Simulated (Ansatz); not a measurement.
# Al16HO: the cost of one run

Method: DFT PBE, plane waves, PAW, scalar-relativistic, no spin polarisation, in Ansatz 0.2.0.

### Step 1. Starting point

The cell holds 18 atoms (Al16HO): a = 5.728 Å, b = 5.728 Å, c = 18.015 Å, α = 90.00°, β = 90.00°, γ = 60.00°.

As a file:

```
CELL_PARAMETERS angstrom
5.72757 0.00000 0.00000
2.86378 4.96022 0.00000
0.00000 0.00000 18.01481
ATOMIC_POSITIONS crystal
Al 0.00000 0.00000 0.05551
Al 0.50000 0.00000 0.05551
Al 0.00000 0.50000 0.05551
Al 0.50000 0.50000 0.05551
Al 0.16667 0.16667 0.18531
Al 0.66667 0.16667 0.18531
Al 0.16667 0.66667 0.18531
Al 0.66667 0.66667 0.18531
Al 0.83333 0.33333 0.31510
Al 0.33333 0.33333 0.31510
Al 0.83333 0.83333 0.31510
Al 0.33333 0.83333 0.31510
Al 0.00000 0.00000 0.44490
Al 0.50000 0.00000 0.44490
Al 0.00000 0.50000 0.44490
Al 0.50000 0.50000 0.44490
O 0.01354 0.00242 0.55092
H 0.07385 0.96833 0.60255
```

### Step 2. Relaxing the start

Input file input.yaml:

```yaml
crystal:
  lattice:
    - [5.727565, 0.0, 0.0]
    - [2.863782, 4.960217, 0.0]
    - [0.0, 0.0, 18.014806]
  atoms:
    - { symbol: Al, position: [0.0, 0.0, 0.0555099] }
    - { symbol: Al, position: [0.5, 0.0, 0.0555099] }
    - { symbol: Al, position: [0.0, 0.5, 0.0555099] }
    - { symbol: Al, position: [0.5, 0.5, 0.0555099] }
    - { symbol: Al, position: [0.1666667, 0.1666667, 0.1853069] }
    - { symbol: Al, position: [0.6666667, 0.1666667, 0.1853069] }
    - { symbol: Al, position: [0.1666667, 0.6666667, 0.1853069] }
    - { symbol: Al, position: [0.6666667, 0.6666667, 0.1853069] }
    - { symbol: Al, position: [-0.1666667, 0.3333333, 0.315104] }
    - { symbol: Al, position: [0.3333333, 0.3333333, 0.315104] }
    - { symbol: Al, position: [-0.1666667, 0.8333333, 0.315104] }
    - { symbol: Al, position: [0.3333333, 0.8333333, 0.315104] }
    - { symbol: Al, position: [0.0, 0.0, 0.444901] }
    - { symbol: Al, position: [0.5, 0.0, 0.444901] }
    - { symbol: Al, position: [0.0, 0.5, 0.444901] }
    - { symbol: Al, position: [0.5, 0.5, 0.444901] }
    - { symbol: O, position: [0.0135393, 0.00242, 0.5509249] }
    - { symbol: H, position: [0.0738499, -0.0316671, 0.6025491] }
basis:
  ecutwfc: 420.0
kpoints:
  mp_grid: { grid: [2, 2, 1] }
hamiltonian:
  xc: pbe
  pseudopotentials: { kind: paw, azcp: { folder: soft_1 } }
scf:
  occupations: { method: fermi_dirac, width: 0.15 }
  lower_state_search: "off"
relax:
  f_tol: 0.08
  max_steps: 25
  adjacent_minimum: "off"
  constraints: [{ sites: [0, 1, 2, 3] }]
```

Launch:

```bash
ansatz run input.yaml --threads 1 --pin off --max-ram 3072MiB --backend cpu --events-out ev --progress --plain --runs-dir out
```

**Question.** How long does this run take on 1 thread of Intel Xeon Platinum 8488C (Sapphire Rapids), shared host, and how much memory does it need?

About 48 s, with a peak of 0.65 GiB.
